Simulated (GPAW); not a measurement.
Write an ASE script for GPAW 26.7.0 that does the following.

```
Task                : band structure
Functional          : PBE
Potentials or basis : GPAW PAW data sets (gpaw-data 1.2.1)
Cutoff              : 800 eV
Basis               : pw
k mesh              : 10 × 10 × 8
Occupations         : fermi-dirac, width 0.05 eV
Spin                : no spin polarisation
Maxiter             : 150
Band path           : GXMGZRAZ,XR,MA
Band points         : 100
```

The structure of GaB lies in GaB.xyz:

```xyz
2
Lattice="2.7182400000 0.0000000000 0.0000000000 0.0000000000 2.7182400000 0.0000000000 0.0000000000 0.0000000000 3.2362100000" Properties=species:S:1:pos:R:3 pbc="T T T"
Ga     1.3591200000      1.3591200000      1.6181050000
B      0.0000000000      0.0000000000      0.0000000000
```

The cell was built by a generator and needn't be a form met in nature.

One way to write it, as run:

run.py

```python
from ase.dft.bandgap import bandgap
from ase.io import read, write
from ase.units import Bohr, GPa
from gpaw import GPAW, PW
from gpaw.elf import elf_from_dft_calculation

atoms = read('GaB.xyz')

calc = GPAW(mode=PW(800),
            xc='PBE',
            kpts={'size': (10, 10, 8), 'gamma': True},
            occupations={'name': 'fermi-dirac', 'width': 0.05},
            nbands=10,
            convergence={'density': 1e-05, 'energy': 1e-05},
            maxiter=150,
            txt='gpaw.txt')
atoms.calc = calc
energy = atoms.get_potential_energy()
forces = atoms.get_forces()
stress = atoms.get_stress()
calc.write('gs.gpw')
write('result.traj', atoms)
print(f'Energy: {energy:.6f} eV')
print('Forces (eV/A):')
print(forces.round(4))
print('Stress (GPa):', (stress / GPa).round(3))
print('Fermi level:', round(calc.get_fermi_level(), 4), 'eV')
print(f'Gap: {bandgap(calc)[0]:.4f} eV, direct: {bandgap(calc, direct=True)[0]:.4f} eV')

# fields on the real-space grid
write('density.cube', atoms, data=calc.get_pseudo_density() * Bohr**3)
write('potential.cube', atoms, data=calc.get_electrostatic_potential())
write('elf.cube', atoms, data=elf_from_dft_calculation(calc).data)

path = atoms.cell.bandpath('GXMGZRAZ,XR,MA', npoints=100, eps=1e-4)
bs_calc = calc.fixed_density(kpts=path, symmetry='off', nbands=18,
                             convergence={'bands': 'CBM+6.0', 'eigenstates': 1e-6}, txt='bands.txt')
bs = bs_calc.band_structure()
bs.write('bs.json')
print(f'Gap on the path: {bandgap(bs_calc)[0]:.4f} eV')
```

Potentials or basis: GPAW PAW data sets (gpaw-data 1.2.1), pw.

Run with:

```sh
$ OMP_NUM_THREADS=1 python run.py
```

Results of the run:

```yaml
Pressure: 1.0 GPa
Band_gap_along_the_path: none (metal or under the smearing width)
```

Wall time 18 s on 1 thread of Intel(R) Xeon(R) 6975P-C (Granite Rapids), with other jobs on the host, peak memory 0.25 GiB.
